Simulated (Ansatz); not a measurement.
P, space group Imma: a convergence test of the plane-wave cutoff, run with the Ansatz DFT code, driven from Python.

Contents of `POSCAR`:
```text
P
1.0
  -1.69151004    2.51516504    1.85894414
   1.69151004   -2.51516504    1.85894414
   1.69151004    2.51516504   -1.85894414
P
2
Direct
   0.80330911    0.05330911    0.75000000
   0.19669089    0.94669089    0.25000000
```

Script `ecut.py`:
```python
"""Convergence of P with the plane-wave cutoff."""

import csv

import ansatz as az
from ase.io import read

atoms = read("POSCAR", format="vasp")
xtal = az.Crystal.from_ase(atoms)

calc = (
    xtal.calculation()
    .scf(tolerance=1e-09)
    .occupations("Fermi-Dirac", width=0.05)
    .functional(az.Functional.PBESOL)
    .kpoints(8, 8, 8, center="gamma")
)

rows = []
for value in [250, 325, 400, 475]:
    summary = calc.basis(value).run(threads=1).report
    rows.append((value, summary["free_energy_ev"] / len(summary["lattice"]["sites"]), summary["n_iterations"], summary["n_pw"]))

with open("ecut.csv", "w", newline="") as handle:
    writer = csv.writer(handle)
    writer.writerow(["cutoff (eV)", "F/atom (eV)", "iterations", "plane waves"])
    writer.writerows([round(v, 5) if isinstance(v, float) else v for v in row] for row in rows)

# the last row is the reference
for row in rows[:-1]:
    shift = 1000 * (row[1] - rows[-1][1])
    print(f"{row[0]}: {shift:+.2f} meV/atom" + ("  (within 2 meV)" if abs(shift) < 2 else ""))
```

How fast does the energy converge with the cutoff (threshold 2 meV an atom)?

From 400 eV on it stays within 2 meV an atom of the value at 475 eV; the first row (250 eV) is off by 190.6 meV and the last but one by 0.74 meV. The energy falls steadily, as expected when plane waves are added.

What the script printed:

```console
$ python ecut.py
DeckWarning: basis.ecutwfc = 250 eV is below the records' recommended 420 eV, and the density's cutoff is lower with it unless basis.ecutrho_ratio is high enough to keep the records' density cutoff: compare with a run at a higher cutoff
DeckWarning: basis.ecutwfc = 325 eV is below the records' recommended 420 eV, and the density's cutoff is lower with it unless basis.ecutrho_ratio is high enough to keep the records' density cutoff: compare with a run at a higher cutoff
DeckWarning: basis.ecutwfc = 400 eV is below the records' recommended 420 eV, and the density's cutoff is lower with it unless basis.ecutrho_ratio is high enough to keep the records' density cutoff: compare with a run at a higher cutoff
250: +190.59 meV/atom
325: +19.82 meV/atom
400: +0.74 meV/atom  (within 2 meV)
```
(Warnings from the package without file and line.)

`ecut.csv`, as written:
```csv
cutoff (eV),F/atom (eV),iterations,plane waves
250,-739.86945,8,291
325,-740.04022,8,419
400,-740.0593,8,567
475,-740.06004,8,737
```

The mesh is modest for a metal, so energies can be off by several to tens of meV an atom and pressures by half a GPa or more; differences at equal mesh fare better. This isn't the structure that P takes at ambient conditions. Shifts are counted from the last row, which is itself no proven limit. Hardware and time: 4.3 s on 1 thread of Intel(R) Xeon(R) Processor @ 2.30GHz, with other jobs on the host, peak memory 0.55 GiB.
